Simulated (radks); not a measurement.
# Valence configurations of O

One table from this session's results is given with a row withheld; the runs are named, their logs left out.

The numbers are computed with radks (a radial shooting solver on a logarithmic mesh, Libxc functionals) version 1 (scalar-relativistic Kohn-Sham, r2SCAN, spin-polarised, spherical densities, finite nucleus; open shells are filled with parallel spins first), except any that are marked as measured or tabulated.

### The atom as given

```
element            : oxygen (Z = 8)
charge             : 0
electrons          : 8
configuration      : [He] 2s2 2p4
nuclear rms radius : 2.6991 fm
others tried       : 2s1 2p5; 2p6; 2s1.5 2p4.5; 2s0.5 2p5.5
```

The outer shells:

O
```
[He] core
2s [↑↓]
2p [↑↓][↑ ][↑ ]
```

Set-up of the first run:

Input:

```text
Z 8
configuration [He] 2s2 2p4
relativity scalar-relativistic
functional r2scan,r2scan
spin polarised
nucleus finite rms 2.6991 fm
c 137.035999084
```

Among the steps run: [He] 2s2 2p4.

One table of the session follows, with a row left open; its other results are not shown here.

It belongs to the step «[He] 2s2 2p4». From the orbitals of this run (lengths in bohr):

```
  level     <r>  outermost maximum (interpolated)  90 % within
  1s up  0.1996                             0.129        0.357
1s down  0.1988                             0.129        0.356
  2s up   1.123                             0.864         1.80
2s down   1.166                             0.882         1.88
  2p up   1.213                             0.812         2.10
2p down       ?                                 ?            ?
```

Estimate the missing values for 2p down.

The run gave: <r>: 1.354; outermost maximum (interpolated): 0.855; 90 % within: 2.40. In the column «<r>» it is the highest.
